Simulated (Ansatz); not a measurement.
# ClH5W: the cost of one run

All numbers below are computed with Ansatz 0.2.0 (RKS PBE0-D4/def2-mTZVP).

### Step 1. The starting structure

Bond lengths: W1–Cl2 2.590 Å, W1–H3 1.920 Å, W1–H4 1.720 Å, W1–H5 1.720 Å, W1–H6 1.720 Å, W1–H7 1.720 Å. Angles (14 of 15 angles, heavy atoms first): Cl2–W1–H3 46.0°, Cl2–W1–H4 90.0°, Cl2–W1–H5 115.6°, Cl2–W1–H6 90.0°, Cl2–W1–H7 154.4°, H3–W1–H4 90.0°, H3–W1–H5 161.6°, H3–W1–H6 90.0°, H3–W1–H7 108.4°, H4–W1–H5 90.0°, H4–W1–H6 180.0°, H4–W1–H7 90.0°, H5–W1–H6 90.0°, H5–W1–H7 90.0°.

Structure file:

```xyz
7

W     0.0000    0.0000    0.0000
Cl    1.1194    0.0000    2.3356
H     1.8219    0.0000    0.6057
H     0.0000    1.7200    0.0000
H    -1.7200    0.0000    0.0000
H     0.0000   -1.7200    0.0000
H     0.0000    0.0000   -1.7200
```

### Step 2. A restrained relaxation towards end A

Springs on the bonds that form and break draw the guess towards this end; the thresholds are loose.

input.yaml

```yaml
crystal:
  periodic: [false, false, false]
  atoms:
    - { symbol: W, position_ang: [0.0, 0.0, 0.0] }
    - { symbol: Cl, position_ang: [1.1194, 0.0, 2.3356] }
    - { symbol: H, position_ang: [1.8219, 0.0, 0.6057] }
    - { symbol: H, position_ang: [0.0, 1.72, 0.0] }
    - { symbol: H, position_ang: [-1.72, 0.0, 0.0] }
    - { symbol: H, position_ang: [0.0, -1.72, 0.0] }
    - { symbol: H, position_ang: [0.0, 0.0, -1.72] }
basis:
  gaussian: { orbitals: def2-mTZVP }
hamiltonian:
  xc: pbe0
  dispersion: d4
relax:
  f_tol: 0.15
  max_steps: 25
  restrain:
    - { distance: [1, 2], at: 2.57, k: 30.0 }
    - { distance: [0, 1], at: 2.39, k: 30.0 }
    - { distance: [0, 2], at: 1.72, k: 30.0 }
```

The run is started by

```sh
$ ansatz run input.yaml --threads 1 --pin off --max-ram 2048MiB --backend cpu --events-out ev --progress --plain --runs-dir out
```

**Question.** How long does this run take on 1 thread of Arm Neoverse V1, shared host, and how much memory does it need?

About 70 s, with a peak of 0.17 GiB.
